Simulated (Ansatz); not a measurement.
# GeSiH3ClO (SMILES [SiH3][O][Ge][Cl]) at MP2/cc-pVDZ

What is the energy change on altering one bond length of GeSiH3ClO at MP2/cc-pVDZ? 

The results are computed with Ansatz 0.2.0.

125 further runs of the same task are left out: 125 set aside as unsound or not needed.

### 1 The structure to begin with

GeSiH3ClO: 7 atoms, total charge 0, spin state singlet. SMILES: `[SiH3][O][Ge][Cl]`. The shape is that of a PBE0-D4/def2-TZVP optimisation. This is one conformer, not always the lowest.

Bond lengths: Si1–O2 1.655 Å, O2–Ge3 1.768 Å, Ge3–Cl4 2.210 Å, Si1–H5 1.484 Å, Si1–H6 1.484 Å, Si1–H7 1.484 Å. Angles: Si1–O2–Ge3 138.4°, O2–Ge3–Cl4 99.4°, O2–Si1–H5 107.2°, O2–Si1–H6 110.4°, O2–Si1–H7 110.5°, H5–Si1–H6 109.5°, H5–Si1–H7 109.5°, H6–Si1–H7 109.7°.

### 2 The energy at MP2/cc-pVDZ

Input file input.yaml:

```yaml
crystal:
  periodic: [false, false, false]
  atoms:
    - {symbol: Si, position_ang: [0.184400, 0.664200, -0.614200]}
    - {symbol: O, position_ang: [0.434500, -0.959500, -0.413800]}
    - {symbol: Ge, position_ang: [0.076600, -2.215900, 0.776900]}
    - {symbol: Cl, position_ang: [-0.991800, -0.995100, 2.277600]}
    - {symbol: H, position_ang: [0.795900, 1.045400, -1.911300]}
    - {symbol: H, position_ang: [-1.268900, 0.965100, -0.643300]}
    - {symbol: H, position_ang: [0.830700, 1.427800, 0.482400]}
basis:
  gaussian: {orbitals: cc-pVDZ}
correlation: {method: mp2, frozen_orbitals: {Cl: 5, Ge: 9, H: 0, O: 1, Si: 5}}
accuracy: high
```

On the command line:

```
$ ansatz run input.yaml --threads 1 --pin off --max-ram 3480MiB --events-out events.jsonl --progress --plain --runs-dir runs
```

The program printed:

```text
Warning: RAYON_NUM_THREADS=1 ignored (pool sized by the plan → 1); use --threads N
Functional definition: HF
  name "HF"
  exchange = exact_x
  correlation = 0
2087 factors; integrals over basis functions are off by at most 4.4e-9 eV
mean field evaluation 1: about -78923.2883 eV, gradient 3.6e1 eV
mean field evaluation 2: about -78923.3100 eV, gradient 3.6e1 eV
mean field evaluation 4: about -78926.2613 eV, gradient 3.0e0 eV
mean field evaluation 8: about -78926.3028 eV, gradient 4.1e-4 eV
mean field -78926.30275474 eV, -2900.4881280671 hartree, gradient 2.7e-8 eV, S^2 0.000000; 0 other end points of the search recorded, 0 dependent functions left out
20 core orbitals not correlated: weight in the atoms' cores, before any rotation towards them, 1.000 or more for the frozen orbitals, at most 0.000 for the correlated occupied ones
reference -78926.30275474 eV, -2900.4881280671 hartree; 17, 17 occupied and 55, 55 virtual orbitals, 2087 factors
second order -13.88464212 eV of doubles, -0.00000000 eV of singles
Total energy: -78940.18739685 eV, -2900.9983792535 hartree
```

Run time: 6.6 s. Hardware: 1 thread of Arm Neoverse V1, shared host; peak memory 0.33 GiB.

### 3 The distorted shape, same level

Input file in.yaml:

```yaml
crystal:
  periodic: [false, false, false]
  atoms:
    - symbol: Si
      position_ang: [-0.549401, 0.206760, 0.942321]
    - symbol: O
      position_ang: [-0.299301, -1.416940, 1.142721]
    - symbol: Ge
      position_ang: [-0.657201, -2.673340, 2.333421]
    - symbol: Cl
      position_ang: [-1.725601, -1.452540, 3.834121]
    - symbol: H
      position_ang: [0.795900, 1.045400, -1.911300]
    - symbol: H
      position_ang: [-2.002701, 0.507660, 0.913221]
    - symbol: H
      position_ang: [0.096899, 0.970360, 2.038921]
basis:
  gaussian: {orbitals: cc-pVDZ}
correlation: {method: mp2, frozen_orbitals: {Cl: 5, Ge: 9, H: 0, O: 1, Si: 5}}
accuracy: high
```

On the command line:

```
$ ansatz run in.yaml --threads 1 --pin off --max-ram 3480MiB --events-out events.jsonl --progress --plain --runs-dir runs
```

The program printed, cut to the lines that bear on the results:

```text
Warning: RAYON_NUM_THREADS=1 ignored (pool sized by the plan → 1); use --threads N
Functional definition: HF
  name "HF"
[...]
2039 factors; integrals over basis functions are off by at most 4.5e-9 eV
[...]
mean field -78920.95117240 eV, -2900.2914610438 hartree, gradient 4.8e-8 eV, S^2 0.000000; 2 other end points of the search recorded, 0 dependent functions left out; unrestricted orbitals would lower it
[...]
unrestricted determinant -78923.02439421 eV, -2900.3676505401 hartree, S^2 0.9437
20 core orbitals not correlated: weight in the atoms' cores, before any rotation towards them, 1.000 or more for the frozen orbitals, at most 0.000 for the correlated occupied ones
reference -78920.95117240 eV, -2900.2914610438 hartree; 17, 17 occupied and 55, 55 virtual orbitals, 2039 factors
second order -14.49530740 eV of doubles, -0.00000000 eV of singles
Total energy: -78935.44647980 eV, -2900.8241537654 hartree
```

Wall time 11 s (1 thread of Arm Neoverse V1, shared host); peak memory 0.39 GiB.

### 4 Outcome

At MP2/cc-pVDZ, 20 core orbitals frozen:

```
                                                          quantity           value
                                         first shape: total energy  -2900.99838 Eh
         first shape: correlation energy (20 core orbitals frozen)      -510.3 mEh
                                     distorted shape: total energy  -2900.82415 Eh
     distorted shape: correlation energy (20 core orbitals frozen)      -532.7 mEh
energy change with the Si1–H5 bond stretched from 1.484 to 3.264 Å        4.741 eV
```

In words: One bond (distorted shape) is far stretched, which a spin-restricted single reference describes badly; perturbation theory on it can break down and give far too much correlation. With the Si1–H5 bond stretched from 1.484 to 3.264 Å the energy rises by 4.74 eV (109 kcal/mol). The first shape isn't relaxed at this level, so the change isn't measured from a minimum. A restricted reference can't describe the breaking bond well at this length. The restricted solution (distorted shape) is unstable to spin breaking: an unrestricted one lies lower.
